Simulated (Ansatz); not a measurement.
# CH₁₀ClInOSi₃: one species, many methods

Aim: compute CH₁₀ClInOSi₃ with functionals from several rungs and with coupled cluster, and see how far each lands from CCSD(T) at the basis-set limit for the atomisation energy.

Method: functionals in def2-TZVPP, the program's frozen cores in correlated methods; program: Ansatz 0.2.0, Gaussian basis.

Levels to be run: LDA (SPW92), PBE-D4, revPBE-D4, BLYP-D4, r2SCAN-D4, B97M-V, PBE0-D4, B3LYP-D4, r2SCANh-D4, r2SCAN0-D4, HSE06-D4, BHLYP-D4, CAM-B3LYP-D4, LC-ωPBE, ωB97X-V, ωB97M-V, B2PLYP, PBE-QIDH; CCSD(T)/def2-SVP; CCSD(T)/def2-TZVPP; MP2/def2-QZVPP; extrapolation to the limit; RPA on PBE.

### Step 1. The relaxed structure

The geometry comes from an earlier relaxation with PBE0-D4 in a triple-zeta def2 set; it is a stationary point, not always the lowest conformer. In takes the def2 core potential; no spin-orbit term is included.

17 atoms, charge 0, spin multiplicity 1.

Atoms are counted from 1 here; the program's logs count them from 0.

Bond lengths: O1–C2 1.417 Å, O1–H8 0.966 Å, C2–Cl3 1.790 Å, C2–Si4 1.927 Å, C2–H9 1.091 Å, Si4–Si5 2.337 Å, Si4–Si6 2.342 Å, Si4–H10 1.494 Å, Si5–H11 1.487 Å, Si5–H12 1.488 Å, Si5–H13 1.486 Å, Si6–In7 2.586 Å, Si6–H14 1.491 Å, Si6–H15 1.489 Å, In7–H16 1.728 Å, In7–H17 1.723 Å. Angles: C2–O1–H8 108.7°, O1–C2–Cl3 109.8°, O1–C2–Si4 112.4°, O1–C2–H9 105.1°, Cl3–C2–Si4 111.5°, Cl3–C2–H9 105.7°, Si4–C2–H9 112.0°, C2–Si4–Si5 109.4°, C2–Si4–Si6 102.4°, C2–Si4–H10 103.2°, Si5–Si4–Si6 118.5°, Si5–Si4–H10 111.5°, Si6–Si4–H10 110.3°, Si4–Si5–H11 109.0°, Si4–Si5–H12 108.3°, Si4–Si5–H13 112.1°, H11–Si5–H12 108.8°, H11–Si5–H13 109.4° and more.

### Step 2. LDA

This LDA is Slater exchange with PW92 correlation.

Input file in.yaml:

```yaml
crystal:
  periodic: [false, false, false]
  atoms:
    - {symbol: O, position_ang: [-0.183551, -2.150263, 0.027368]}
    - {symbol: C, position_ang: [0.433056, -1.143494, -0.757161]}
    - {symbol: Cl, position_ang: [0.495248, -1.662746, -2.468881]}
    - {symbol: Si, position_ang: [-0.434647, 0.566902, -0.570366]}
    - {symbol: Si, position_ang: [0.657410, 2.142313, -1.906688]}
    - {symbol: Si, position_ang: [-0.435783, 0.880474, 1.750093]}
    - {symbol: In, position_ang: [-0.309752, -1.606018, 2.450921]}
    - {symbol: H, position_ang: [-1.088257, -2.276483, -0.286249]}
    - {symbol: H, position_ang: [1.469798, -1.114629, -0.419470]}
    - {symbol: H, position_ang: [-1.821281, 0.301072, -1.059057]}
    - {symbol: H, position_ang: [0.098292, 3.490317, -1.621956]}
    - {symbol: H, position_ang: [2.101867, 2.137290, -1.549733]}
    - {symbol: H, position_ang: [0.510095, 1.843920, -3.354672]}
    - {symbol: H, position_ang: [0.744498, 1.715996, 2.112026]}
    - {symbol: H, position_ang: [-1.665730, 1.632259, 2.124972]}
    - {symbol: H, position_ang: [-1.786413, -2.485197, 2.629550]}
    - {symbol: H, position_ang: [1.215168, -2.271691, 2.899294]}
basis:
  gaussian: {orbitals: def2-TZVPP}
hamiltonian: {xc: lda}
output: {orbitals: {seedname: orbitals}}
```

Run with:

```
ansatz run in.yaml --threads 2 --pin off --events-out ev --progress --plain --max-ram 32768MiB --backend cuda --devices 0, --max-vram 18GiB
```

After this run come: PBE-D4 (GGA); revPBE-D4 (GGA); BLYP-D4 (GGA); r2SCAN-D4 (meta-GGA); B97M-V (meta-GGA); PBE0-D4 (hybrid); B3LYP-D4 (hybrid); r2SCANh-D4 (hybrid); r2SCAN0-D4 (hybrid); HSE06-D4 (hybrid); BHLYP-D4 (hybrid); CAM-B3LYP-D4 (range-separated); LC-ωPBE (range-separated); ωB97X-V (range-separated); ωB97M-V (range-separated); B2PLYP (double hybrid); PBE-QIDH (double hybrid); CCSD(T) in def2-SVP; CCSD(T) in def2-TZVPP; MP2 in def2-QZVPP; RPA on PBE orbitals.

Q: Predict the results of all the runs planned. Wanted: atomisation energy, CCSD(T)/CBS; farthest beyond LDA; mean size of error, GGA; mean size of error, meta-GGA; mean size of error, hybrid; mean size of error, range-separated; mean size of error, double hybrid; gap, smallest and largest; T1 diagnostic.

The runs gave:

```
                               quantity                                                                                     value
        atomisation energy, CCSD(T)/CBS                                                                             5062.4 kJ/mol
 functionals within 50.6 kJ/mol (1.0 %)  PBE-D4, r2SCAN-D4, B97M-V, PBE0-D4, r2SCANh-D4, HSE06-D4, CAM-B3LYP-D4, ωB97X-V, ωB97M-V
                    farthest beyond LDA                                                                  BHLYP-D4 (-142.6 kJ/mol)
                mean size of error, GGA                                                                               65.8 kJ/mol
           mean size of error, meta-GGA                                                                               12.6 kJ/mol
             mean size of error, hybrid                                                                               62.5 kJ/mol
    mean size of error, range-separated                                                                               33.7 kJ/mol
      mean size of error, double hybrid                                                                              104.1 kJ/mol
              gap, smallest and largest                                                  3.70 eV (LDA (SPW92)), 9.78 eV (LC-ωPBE)
                          T1 diagnostic                                                                                    0.0140
triples share of the correlation energy                                                                                     3.8 %
```

What this shows: LDA overbinds by 675.2 kJ/mol (13 %). PBE-D4 is off by +1.4 kJ/mol. Double hybrids carry the basis error of their MP2 part in triple zeta, and no dispersion term here, so their miss is partly the set-up's. The rungs meta-GGA, range-separated miss on average by less than the doubt on the reference (50.6 kJ/mol), so they tie. The reference freezes the cores and leaves out spin-orbit coupling and excitations past (T), and its outer-core shells are covered unevenly, so misses under about 50.6 kJ/mol can't be ranked. All levels share the lack of spin-orbit coupling, which lowers the free heavy atoms and so the true binding. Hartree-Fock recovers 72 % of the binding; the rest is correlation. CCSD(T) in def2-SVP is off by -356.6 kJ/mol, which most functionals beat. Orbital gaps span 3.7 to 9.8 eV; exact exchange widens them. Correlated methods include outer-core shells of In, which these sets cover unevenly.
